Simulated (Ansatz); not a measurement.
# SiH3O (SMILES O[SiH2]): UBHLYP/STO-3G

Aim: the electronic atomisation energy of SiH3O at UBHLYP/STO-3G, from 4 runs. 

The results are computed with Ansatz 0.2.0.

49 further runs of the same task are left out: 49 set aside as unsound or not needed.

## 1. The molecule

SiH3O has 5 atoms, charge 0, and is taken as a doublet. SMILES: `O[SiH2]`. The shape is that of a GFN2-xTB optimisation. This is one conformer, not always the lowest.

Bond lengths: O1–Si2 1.639 Å, O1–H3 0.952 Å, Si2–H4 1.458 Å, Si2–H5 1.448 Å. Angles: O1–Si2–H4 110.9°, O1–Si2–H5 101.7°, Si2–O1–H3 122.7°, H4–Si2–H5 117.6°.

## 2. A single-point energy at UBHLYP/STO-3G

molecule.yaml reads:

```yaml
crystal:
  periodic: [false, false, false]
  atoms:
    - {symbol: O, position_ang: [0.557310, -0.433760, 0.798460]}
    - {symbol: Si, position_ang: [0.001930, 0.341950, -0.533940]}
    - {symbol: H, position_ang: [0.725690, -1.370660, 0.814800]}
    - {symbol: H, position_ang: [-1.244820, -0.253580, -1.000760]}
    - {symbol: H, position_ang: [-0.040110, 1.716040, -0.078560]}
basis:
  gaussian: {orbitals: STO-3G}
magnetization: {spin_polarized: true, initial_magnetization: 1}
hamiltonian: {xc: {name: BHLYP}}
accuracy: high
```

Command:

```
$ ansatz run molecule.yaml --threads 1 --pin off --max-ram 2610MiB --events-out events.jsonl --progress --plain --runs-dir runs
```

The log of the run:

```text
Warning: RAYON_NUM_THREADS=1 ignored (pool sized by the plan → 1); use --threads N
Functional definition: BHLYP
  name "BHLYP"
  parameter a = 0.5
  exchange = (1 - a)*b88_x + a*exact_x
  correlation = lyp_c
290 factors; integrals over basis functions are off by at most 3.1e-8 eV
mean field evaluation 1: about -9849.3311 eV, gradient 1.3e1 eV
mean field evaluation 2: about -9849.8294 eV, gradient 1.1e1 eV
mean field evaluation 4: about -9850.5127 eV, gradient 1.9e-1 eV
mean field evaluation 8: about -9850.5180 eV, gradient 2.8e-3 eV
mean field evaluation 16: about -9850.5180 eV, gradient 3.5e-7 eV
mean field -9850.51802079 eV, -361.9998603431 hartree, gradient 5.9e-8 eV, S^2 0.751203; 0 other end points of the search recorded, 0 dependent functions left out
reference -9850.51803836 eV, -361.9998609889 hartree; 13, 12 occupied and 4, 5 virtual orbitals, 290 factors
Total energy: -9850.51803836 eV, -361.9998609889 hartree
```

Run time: 1.5 s. Hardware: 1 thread of Arm Neoverse V1, shared host; peak memory 0.12 GiB.

## 3. The H atom

job.yaml reads:

```yaml
crystal:
  periodic: [false, false, false]
  atoms:
    - {symbol: H, position_ang: [0.000000, 0.000000, 0.000000]}
basis:
  gaussian:
    orbitals: STO-3G
magnetization:
  spin_polarized: true
  initial_magnetization: 1
hamiltonian:
  xc: {name: BHLYP}
accuracy: high
```

Run the same way, it converges to -0.46466 Eh (log not shown).

## 4. The O atom

input.yaml reads:

```yaml
crystal:
  periodic: [false, false, false]
  atoms:
    - {symbol: O, position_ang: [0.000000, 0.000000, 0.000000]}
basis:
  gaussian: {orbitals: STO-3G}
hamiltonian: {xc: {name: BHLYP}}
accuracy: high
magnetization: {spin_polarized: true, initial_magnetization: 2}
```

Command:

```
$ ansatz run input.yaml --threads 1 --pin off --max-ram 2610MiB --events-out events.jsonl --progress --plain --runs-dir runs
```

The log of the run, shortened:

```text
Warning: RAYON_NUM_THREADS=1 ignored (pool sized by the plan → 1); use --threads N
[... 5 set-up lines as earlier in the session ...]
15 factors; integrals over basis functions are off by at most 1.1e-9 eV
mean field evaluation 1: about -2014.6007 eV, gradient 8.1e-12 eV
mean field evaluation 2: about -2014.6013 eV, gradient 9.1e-12 eV
mean field -2014.60128003 eV, -74.0352314955 hartree, gradient 0.0e0 eV, S^2 2.000000; 0 other end points of the search recorded, 0 dependent functions left out
reference -2014.60128699 eV, -74.0352317512 hartree; 5, 3 occupied and 0, 2 virtual orbitals, 15 factors
Total energy: -2014.60128699 eV, -74.0352317512 hartree
```

It took 0.18 s on 1 thread of Arm Neoverse V1, shared host.

## 5. The Si atom, same level

run.yaml reads:

```yaml
crystal:
  periodic: [false, false, false]
  atoms:
    - {symbol: Si, position_ang: [0.000000, 0.000000, 0.000000]}
basis:
  gaussian:
    orbitals: STO-3G
magnetization:
  spin_polarized: true
  initial_magnetization: 2
hamiltonian:
  xc: {name: BHLYP}
accuracy: high
```

Run the same way, it converges to -285.95554 Eh (log not shown).

## 6. What came out

At UBHLYP/STO-3G:

| quantity | value |
| --- | --- |
| molecule: total energy | -361.99986 Eh |
| molecule: ⟨S²⟩ | 0.751 |
| H atom: total energy | -0.46466 Eh |
| H atom: ⟨S²⟩ | 0.750 |
| O atom: total energy | -74.03523 Eh |
| O atom: ⟨S²⟩ | 2.000 |
| Si atom: total energy | -285.95554 Eh |
| Si atom: ⟨S²⟩ | 2.000 |
| electronic atomisation energy | 16.738 eV |

**Reading.** Taking the molecule apart into free atoms costs 16.74 eV (386 kcal/mol), before zero-point energy and without spin-orbit coupling. In a minimal basis such a difference can be off by several eV, whatever the method.
